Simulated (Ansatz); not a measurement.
Runs of Ansatz 0.2.0 on HfIn4SiO6. The structure is monoclinic, space group C2 (No. 5). The conventional cell has a = 5.432 Å, b = 9.407 Å, c = 7.636 Å, α = 90.00°, β = 104.07°, γ = 90.00°. Hf (site symmetry 2) has 6 O at 2.13 to 2.14 Å as nearest neighbours. In (site symmetry 2) is surrounded by 2 O at 2.73 Å and 4 In at 3.12 Å. Around In (site symmetry 2) lie 6 O at 2.23 Å. In (site symmetry 2) has 2 O at 2.73 Å and 3 In at 3.07 to 3.12 Å as nearest neighbours. Around In (site symmetry 2) lie 2 O at 2.73 Å and 3 In at 3.07 to 3.12 Å. Si (site symmetry 2) is surrounded by 6 O at 1.85 Å. O (site symmetry 1) is surrounded by 1 Si at 1.85 Å. O (site symmetry 1) is surrounded by 1 Si at 1.85 Å. The cell was built by a generator and needn't be a form met in nature.

| task | level | cell | k mesh | points for each segment of the path | gap on the mesh (eV) | pressure (GPa) | relaxed volume (Å³/atom) | largest force (eV/Å) |
| --- | --- | --- | --- | --- | --- | --- | --- | --- |
| relaxation of cell and atoms | revPBE | relaxed | 4 × 4 × 3 | - | none | 0.0 | (a) | 0.01 |
| band structure | BLYP | as given | 6 × 6 × 4 | 10 | none | 4.2 | - | (b) |
| relaxation of cell and atoms | PBE | relaxed | 4 × 4 × 3 | - | none | 0.0 | 15.71 | - |
| relaxation of cell and atoms | BLYP | relaxed | 4 × 4 × 3 | - | none | 0.0 | 16.46 | 0.01 |
| band structure | PBE | as given | 6 × 6 × 4 | 10 | none | 0.0 | - | 0.01 |
| band structure | revPBE | as given | 6 × 6 × 4 | 10 | none | 2.3 | - | 0.11 |

Alike in all rows: potentials or basis Ansatz PAW; no spin polarisation; cutoff (eV) 420; smearing fermi-dirac 0.05 eV.

Estimate the missing entries.

(a) 16.14; (b) 0.10.

Caveats: the PAW data sets come from PBE, with cores solved anew for the run's functional, which leaves a small shift of forces and pressure (some runs); the plane-wave basis is chosen anew once the cell has moved, so the energies of steps on either side of that aren't comparable (some runs); spin-orbit coupling is left out, which moves the levels of the heavy elements (some runs).

A k mesh can miss the band edges, and the runs leave out spin-orbit coupling on Hf, In.

A gap of «none» marks a metal or a gap under the smearing width.
